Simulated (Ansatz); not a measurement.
# ClH₄InSi: molecular dynamics

The task is to watch the atoms for 60 steps of 0.5 fs, started with velocities for 200 K and run with a Nosé-Hoover thermostat, and see to which side of the barrier the system falls.

Program: Ansatz 0.2.0, Gaussian basis. Level of theory: PBE0-D4/def2-SVP. These are calculated values, not measurements.

### Step 1. Where the work starts

The start, a first-order saddle point found at PBE0-D4 in triple zeta: 7 atoms, charge 0, spin multiplicity 1.

Atoms are counted from 1 here; the program's logs count them from 0.

Bond lengths: In1–Si2 2.526 Å, In1–H3 2.050 Å, In1–Cl4 2.331 Å, Si2–H5 1.494 Å, Si2–H6 1.494 Å, Si2–H7 1.513 Å. Angles: Si2–In1–H3 46.1°, Si2–In1–Cl4 170.8°, H3–In1–Cl4 124.7°, In1–Si2–H5 84.3°, In1–Si2–H6 84.5°, In1–Si2–H7 144.7°, H5–Si2–H6 159.4°, H5–Si2–H7 99.5°, H6–Si2–H7 99.6°.

Coordinates:

| atom | x (Å) | y (Å) | z (Å) |
| --- | --- | --- | --- |
| In1 | -1.1000 | -0.7080 | 0.6631 |
| Si2 | 0.6554 | 0.8040 | -0.3443 |
| H3 | 0.5548 | -1.0326 | -0.5029 |
| Cl4 | -2.5373 | -2.3794 | 1.4216 |
| H5 | -0.1703 | 0.6883 | -1.5843 |
| H6 | 1.4807 | 0.3898 | 0.8300 |
| H7 | 1.1167 | 2.2378 | -0.4833 |

### Step 2. The run

File md/in.yaml:

```yaml
crystal:
  periodic: [false, false, false]
  atoms:
    - {symbol: In, position_ang: [-1.099965, -0.707991, 0.663115]}
    - {symbol: Si, position_ang: [0.655367, 0.803980, -0.344343]}
    - {symbol: H, position_ang: [0.554847, -1.032572, -0.502861]}
    - {symbol: Cl, position_ang: [-2.537338, -2.379365, 1.421625]}
    - {symbol: H, position_ang: [-0.170330, 0.688254, -1.584312]}
    - {symbol: H, position_ang: [1.480707, 0.389785, 0.829958]}
    - {symbol: H, position_ang: [1.116712, 2.237807, -0.483283]}
basis:
  gaussian: {orbitals: def2-SVP}
hamiltonian: {xc: pbe0, dispersion: d4}
md: {n_steps: 60, timestep: 0.5, temperature: 200, ensemble: nvt_nose_hoover, seed: 472, initial_velocities: maxwell_boltzmann}
```

On the command line:

```bash
$ ansatz run in.yaml --threads 4 --pin off --events-out ev --progress --plain --max-ram 9574MiB
```

Q: Predict the outcome of this session. Wanted: temperature at the start; mean temperature, second half; lowest and highest potential energy, from the first frame; largest change of potential + kinetic.

As calculated:

```
                                                 quantity              value
                                                   length  60 steps, 30.0 fs
                                 temperature at the start              200 K
                            mean temperature, second half              262 K
lowest and highest potential energy, from the first frame    -311 and 66 meV
                    largest change of potential + kinetic            3.4 meV
```

By the last frame it has moved back towards the start side of the step. The system runs downhill by 0.31 eV, and that energy turns into motion. The thermostat trades energy with the molecule, so the sum of potential and kinetic energy isn't conserved: it changes by +3 meV over the run. The mean temperature of the second half is still well above the 200 K set. With 7 atoms the instant temperature spans 98 to 687 K.
